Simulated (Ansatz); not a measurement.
# BGaHN: the cost of one run

The runs use Ansatz 0.2.0, Gaussian basis; cc-pVDZ, all electrons in the functionals, frozen cores in the correlation of double hybrids and RPA.

The runs, in order: wB97M-V, B2PLYP, RPA-PBE, at charge 0, triplet; charge 0, singlet; charge 0, quintet; charge 1, doublet; charge 1, quartet; displaced geometry v1; displaced geometry v2.

24 further runs of the same task are left out: 7 that didn't finish, 17 set aside as unsound or not needed. Runs told in other sessions of the task aren't counted.

### Step 1. The system

The geometry is a PBE0/def2-TZVP stationary point (not a proven minimum). No spin-orbit coupling is included. The filled d shell of Ga may be among the frozen orbitals whatever the setting's name suggests.

4 atoms, charge 0, spin multiplicity 3.

Atoms are counted from 1 here; the program's logs count them from 0.

Bond lengths: Ga1–N3 1.835 Å, Ga1–H4 1.597 Å, B2–N3 1.258 Å. Angles: N3–Ga1–H4 117.2°, Ga1–N3–B2 162.7°.

No dispersion term is added; wB97M-V holds VV10 nonlocal correlation.

The geometry shown and the zero of energy belong to the point charge 0, triplet. The yardstick, UCCSDT(Q), and other wave-function levels (R restricted, U unrestricted, valence and pair active spaces) come from earlier runs.

### Step 2. wB97M-V, charge 0, triplet

File in.yaml:

```yaml
crystal:
  periodic: [false, false, false]
  atoms:
    - {symbol: Ga, position_ang: [0.000000, -0.048088, 0.603452]}
    - {symbol: B, position_ang: [0.000000, -0.041715, -2.455252]}
    - {symbol: N, position_ang: [0.000000, 0.180136, -1.217037]}
    - {symbol: H, position_ang: [0.000000, 1.270639, 1.504012]}
basis:
  gaussian: {orbitals: cc-pVDZ}
magnetization: {spin_polarized: true, initial_magnetization: 2}
hamiltonian: {xc: {name: wB97M-V}}
output: {forces: true, orbitals: {seedname: orbitals}}
```

On the command line:

```sh
ansatz run in.yaml --threads 1 --pin off --events-out ev --progress --plain --max-ram 2393MiB
```

What time and memory should one allow on 1 thread of AMD EPYC 7B13, shared host?

About 10 s, with a peak of 0.26 GiB.
